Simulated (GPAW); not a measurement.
# LaFeGe (P-6m2) in GPAW: single point with PBE

Aim: the single point of LaFeGe with PBE.

Program: GPAW 26.7.0. These are calculated values, not measurements. Logs are shortened: lines on timing, memory, paths and dates and some standing lists are left out, and cuts for length are marked. The log counts tension as positive stress, the text compression.

### 1 Starting point

It takes space group P-6m2 (No. 187, hexagonal). Conventional cell: a = 4.232 Å, b = 4.232 Å, c = 4.286 Å, α = 90.00°, β = 90.00°, γ = 120.00°. La (site symmetry -6m2) has 6 Ge at 3.25 Å and 6 Fe at 3.25 Å as nearest neighbours. Around Ge (site symmetry -6m2) lie 3 Fe at 2.44 Å. Around Fe (site symmetry -6m2) lie 3 Ge at 2.44 Å.

The cell comes from a database or a generator and needn't be the stable form of this composition.

### 2 Single point, PBE, collinear spin, ferromagnetic start

Contents of run.py:

```python
from ase.dft.bandgap import bandgap
from ase.io import read, write
from ase.units import GPa
from gpaw import GPAW, PW

atoms = read('POSCAR')
atoms.set_initial_magnetic_moments([0.0, 0.0, 3.0])

calc = GPAW(mode=PW(800),
            xc='PBE',
            kpts={'size': (7, 7, 6), 'gamma': True},
            occupations={'name': 'methfessel-paxton', 'order': 0, 'width': 0.1},
            nbands=27,
            convergence={'density': 1e-05, 'energy': 1e-05},
            maxiter=150,
            txt='gpaw.txt')
atoms.calc = calc
energy = atoms.get_potential_energy()
forces = atoms.get_forces()
stress = atoms.get_stress()
calc.write('gs.gpw')
write('result.traj', atoms)
print(f'Energy: {energy:.6f} eV')
print('Forces (eV/A):')
print(forces.round(4))
print('Stress (GPa):', (stress / GPa).round(3))
print('Moments:', calc.get_magnetic_moments().round(3))
print('Fermi level:', round(calc.get_fermi_level(), 4), 'eV')
print(f'Gap: {bandgap(calc)[0]:.4f} eV, direct: {bandgap(calc, direct=True)[0]:.4f} eV')
```

Contents of POSCAR:

```
LaFeGe
1.0
    4.2318077991      0.0000000000      0.0000000000
   -2.1159038996      3.6648530580      0.0000000000
    0.0000000000      0.0000000000      4.2857840000
La Ge Fe
1 1 1
Direct
    0.0000000000      0.0000000000      0.0000000000
    0.6666666667      0.3333333333      0.5000000000
    0.3333333333      0.6666666667      0.5000000000
```

Potentials or basis: GPAW PAW data sets (gpaw-data 1.2.1), pw.

Launch:

```console
> OMP_NUM_THREADS=1 python run.py
```

gpaw.txt:

```text
__  _  _
 | _ |_)|_||  |
 |__||  | ||/\| - 26.7.0

Input parameters:
  mode=PW(ecut=800.0),
  convergence={'density': 1e-05, 'energy': 1e-05},
  kpts=MonkhorstPack(size=(7, 7, 6), gamma=True),
  maxiter=150,
  nbands=27,
  occupations=Occupations(name='methfessel-paxton', order=0, width=0.1),
  xc=XC(name='PBE')

Diagonalizing LCAO Hamiltonian
Converting LCAO to pw mode

         Fe
             Ge

       La

Atoms  # Å, Bohr magnetons
|   | symbol |         x |        y |        z |    initial magnetic moments |
|---|--------|-----------|----------|----------|-----------------------------|
| 0 |     La |  0.000000 | 0.000000 | 0.000000 | ( 0.0000,  0.0000,  0.0000) |
| 1 |     Ge |  2.115904 | 1.221618 | 2.142892 | ( 0.0000,  0.0000,  0.0000) |
| 2 |     Fe | -0.000000 | 2.443235 | 2.142892 | ( 0.0000,  0.0000,  3.0000) |

Unit cell  # Å
| periodic |         x |        y |        z |  lengths |     angles |
|----------|-----------|----------|----------|----------|------------|
|      yes |  4.231808 | 0.000000 | 0.000000 | 4.231808 |  90.000000 |
|      yes | -2.115904 | 3.664853 | 0.000000 | 4.231808 |  90.000000 |
|      yes |  0.000000 | 0.000000 | 4.285784 | 4.285784 | 120.000000 |

Number of symmetries: 12
Symmetry operations  # r_c * U_cc + t_c -> r_c
|    | kind |            matrix            |
|----|------|------------------------------|
|  0 |  σ   |  1, 1, 0,  0,-1, 0,  0, 0, 1 |
|  1 |  C2  |  1, 1, 0,  0,-1, 0,  0, 0,-1 |
|  2 |  E   |  1, 0, 0,  0, 1, 0,  0, 0, 1 |
|  3 |  σ   |  1, 0, 0,  0, 1, 0,  0, 0,-1 |
|  4 |  C3  |  0, 1, 0, -1,-1, 0,  0, 0, 1 |
|  5 |  S3  |  0, 1, 0, -1,-1, 0,  0, 0,-1 |
|  6 |  σ   |  0,-1, 0, -1, 0, 0,  0, 0, 1 |
|  7 |  C2  |  0,-1, 0, -1, 0, 0,  0, 0,-1 |
|  8 |  σ   | -1, 0, 0,  1, 1, 0,  0, 0, 1 |
|  9 |  C2  | -1, 0, 0,  1, 1, 0,  0, 0,-1 |
| 10 |  C3  | -1,-1, 0,  1, 0, 0,  0, 0, 1 |
| 11 |  S3  | -1,-1, 0,  1, 0, 0,  0, 0,-1 |

BZ-sampling:
  Number of BZ points: 294
  Number of IBZ points: 32

  Monkhorst-Pack size: [7, 7, 6]
  Monkhorst-Pack shift: [0.0, 0.0, 0.08333333333333333]

K-points  # in reciprocal-cell coordinates
|     |                                coordinates |     weight |
|-----|--------------------------------------------|------------|
|   0 | (  0.00000000,   0.00000000,   0.00000000) | 0.00340136 |
|   1 | (  0.00000000,   0.00000000,   0.16666667) | 0.00680272 |
|   2 | (  0.00000000,   0.00000000,   0.33333333) | 0.00680272 |
|   3 | (  0.00000000,   0.00000000,   0.50000000) | 0.00340136 |
|   4 | (  0.14285714,   0.00000000,   0.00000000) | 0.02040816 |
|   5 | (  0.14285714,   0.00000000,   0.16666667) | 0.04081633 |
|   6 | (  0.14285714,   0.00000000,   0.33333333) | 0.04081633 |
|   7 | (  0.14285714,   0.00000000,   0.50000000) | 0.02040816 |
|   8 | (  0.28571429,  -0.14285714,   0.00000000) | 0.02040816 |
|   9 | (  0.28571429,  -0.14285714,   0.16666667) | 0.04081633 |
| ... |                                            |            |
|  31 | (  0.42857143,   0.42857143,   0.50000000) | 0.02040816 |

Plane wave coefficients: 3430
Cutoff: 800.0 eV

Spin-components: 2 (collinear spins)
Bands:           27
Projectors:      19
Spin-degeneracy: 1
Datatype:        complex128

Parallelization:
  kpt:    1
  domain: 1
  band:   1

Density:
  Valence electrons: 23.0
  Components: 2
  Grid points: [28 28 28]
  Charge: 0.0  # |e|

Potential:
  Grid points: [28 28 28]

species:
  La:
    name:    Lanthanum
    Z:       57.0
    valence: 11
    core:    46
    charge:  0.0  # [|e|]
    compensation charges:
      type: gauss
      rc: 0.35  # [Å]
      lmax: 2
    cutoffs:
      filter: 1.17  # [Å]
      core: 2.19  # [Å]
    projectors
    | kind |    occ | energy [eV] | rcut [Å] |
    |------|--------|-------------|----------|
    |   5s |  2.000 |     -38.923 |    1.164 |
    |   6s |  2.000 |      -3.679 |    1.164 |
    |   5p |  6.000 |     -22.400 |    1.164 |
    |   6p |  0.000 |      -1.352 |    1.164 |
    |   5d |  1.000 |      -3.090 |    1.164 |
    |   4f |  0.000 |      -4.340 |    1.164 |
    |    d |        |      24.122 |    1.164 |
    |    f |        |      22.872 |    1.164 |

    Using partial waves for La as LCAO basis

  Ge:
    name:    Germanium
    Z:       32.0
    valence: 4
    core:    28
    charge:  0.0  # [|e|]
    compensation charges:
      type: gauss
      rc: 0.32  # [Å]
      lmax: 2
    cutoffs:
      filter: 1.77  # [Å]
      core: 3.42  # [Å]
    projectors
    | kind |    occ | energy [eV] | rcut [Å] |
    |------|--------|-------------|----------|
    |   4s |  2.000 |     -11.726 |    1.005 |
    |   4p |  2.000 |      -3.896 |    1.005 |
    |    s |        |      15.485 |    1.005 |
    |    p |        |      23.315 |    1.005 |
    |    d |        |       0.000 |    1.005 |

    Using partial waves for Ge as LCAO basis

  Fe:
    name:    Iron
    Z:       26.0
    valence: 8
    core:    18
    charge:  0.0  # [|e|]
    compensation charges:
      type: gauss
      rc: 0.33  # [Å]
      lmax: 2
    cutoffs:
      filter: 2.06  # [Å]
      core: 2.67  # [Å]
    projectors
    | kind |    occ | energy [eV] | rcut [Å] |
    |------|--------|-------------|----------|
    |   4s |  2.000 |      -5.291 |    1.164 |
    |   4p |  0.000 |      -1.326 |    1.058 |
    |   3d |  6.000 |      -7.505 |    1.058 |
    |    s |        |      21.920 |    1.164 |
    |    p |        |      25.885 |    1.058 |
    |    d |        |      19.706 |    1.058 |

    Using partial waves for Fe as LCAO basis

Reference energy: -322830.215174  # eV

eigensolver:
  PPCG
  Converge bands: occupied
  niter=2

density mixing:
  MSR1-Mixer
  Pratt-step length: 0.05
  Maximum mixing coefficient: 0.75
  Old densities: 10
  SVD Regularization: 0.005
  Good broyden scale: 1.0
  Trust region scale: 1.0
  Backstep threshold: 4.0
  History deletion threshold: 6.0
  Fourier metric: weight=20.0, sigma=0.015

occupation numbers:
  Methfessel-Paxton:
    width: 0.1000  # eV
    order: 0

poisson solver:
  ecut: 6400.0  # eV

xc functional:
  name: PBE with 2 nearest neighbor stencil

convergence criteria:
- Maximum integral of absolute [dens]ity change: 1e-05 electrons / valence electron
- Maximum [total energy] change in last 3 cyles: 1e-05 eV / valence electron
- Maximum integral of absolute [eigenst]ate change: 4e-08 eV^2 / valence electron
maximum number of iterations: 150

SCF iterations
|iter     | |      energy | eigst |  dens |  magmom |
|---------|-|-------------|-------|-------|---------|
|iter:   1| |  -20.156793 | -0.09 |       |  +3.0127|
|iter:   2| |  -19.465615 | -1.45 | -0.74 |  +2.9375|
|iter:   3| |  -19.367745 | -2.47 | -1.04 |  +2.8890|
|iter:   4| |  -19.313267 | -2.37 | -1.18 |  +2.7738|
|iter:   5| |  -19.334885 | -2.53 | -1.37 |  +2.6546|
|iter:   6| |  -19.358024 | -3.02 | -1.50 |  +2.4836|
|iter:   7| |  -19.365727 | -3.18 | -1.82 |  +2.3531|
|iter:   8| |  -19.368084 | -3.69 | -2.08 |  +2.2519|
|iter:   9| |  -19.369061 | -3.85 | -2.44 |  +2.1535|
|iter:  10| |  -19.369137 | -4.97 | -2.79 |  +2.1280|
|iter:  11| |  -19.369185c| -5.59 | -3.02 |  +2.1231|
|iter:  12| |  -19.369209c| -5.83 | -3.40 |  +2.1187|
|iter:  13| |  -19.369229c| -6.33 | -3.73 |  +2.1167|
|iter:  14| |  -19.369242c| -6.22 | -4.05 |  +2.1162|
|iter:  15| |  -19.369248c| -7.46c| -4.39 |  +2.1168|
|iter:  16| |  -19.369249c| -7.69c| -4.80 |  +2.1170|
|iter:  17| |  -19.369250c| -8.09c| -5.28c|  +2.1169|

Converged in 17 steps
Energy contributions relative to reference atoms: (reference = -322830.215174)

Energy contributions:
  Kinetic:          34.926701
  Coulomb:         -29.190115
  Zero:             -0.426871
  External:          0.000000
  Xc:              -24.665713
  Entropy:          -0.026505
  Spinorbit:         0.000000
  ----------------------------
  Free energy:     -19.382502
  Extrapolated:    -19.369250

dipole moment: (-13.376031, -23.549247, -27.427693)  # |e|*Ang

Total magnetic moment: (0.000000, 0.000000, 2.116912)

Local magnetic moments
|        x |        y |         z |
|----------|----------|-----------|
| 0.000000 | 0.000000 | -0.031446 |  # La   0
| 0.000000 | 0.000000 | -0.003695 |  # Ge   1
| 0.000000 | 0.000000 |  2.115688 |  # Fe   2

Fermi level: 9.061
Eigenvalues  # (at kpt = [0.000, 0.000, 0.000])
| band index |      eig [eV] | occ [0-1] |      eig [eV] | occ [0-1] |
|------------|---------------|-----------|---------------|-----------|
|          0 |       -23.226 |     1.000 |       -23.258 |     1.000 |
|        ... |               |           |               |           |
|          2 |        -6.789 |     1.000 |        -6.842 |     1.000 |
|          3 |        -6.789 |     1.000 |        -6.842 |     1.000 |
|          4 |        -0.233 |     1.000 |        -0.140 |     1.000 |
|          5 |         6.016 |     1.000 |         7.027 |     1.000 |
|          6 |         6.016 |     1.000 |         7.027 |     1.000 |
|          7 |         6.485 |     1.000 |         7.387 |     1.000 |
[... 8 lines left out ...]
|         16 |        11.499 |     0.000 |        11.601 |     0.000 |
|         17 |        11.577 |     0.000 |        11.626 |     0.000 |
|        ... |               |           |               |           |
|         26 |        16.113 |     0.000 |        16.454 |     0.000 |

No gap
No difference between direct/indirect transitions

Forces  # eV/Ang
|        x |       y |       z |
|----------|---------|---------|
|  0.00000 | 0.00000 | 0.00000 |  # La   0
| -0.00000 | 0.00000 | 0.00000 |  # Ge   1
| -0.00000 | 0.00000 | 0.00000 |  # Fe   2

Stress tensor  # eV/Ang^3
|        x |        y |        z |
|----------|----------|----------|
| 0.000328 | 0.000000 | 0.000000 |
| 0.000000 | 0.000328 | 0.000000 |
| 0.000000 | 0.000000 | 0.002005 |

# Writing to gs.gpw (mode='')
```

Run time: 2 min. Hardware: 1 thread of Intel Xeon Platinum 8488C (Sapphire Rapids), shared host; peak memory 0.33 GiB.

What came out:

```
Free energy            : -19.3825 eV
Pressure               : -0.1 GPa
Band gap on the k mesh : none (metal or under the smearing width)
Net moment             : 2.12 μB per cell
Site moments           : La -0.03; Ge -0.00; Fe +2.12 μB
```

Caveat: one-centre terms of the f shell are cut off.
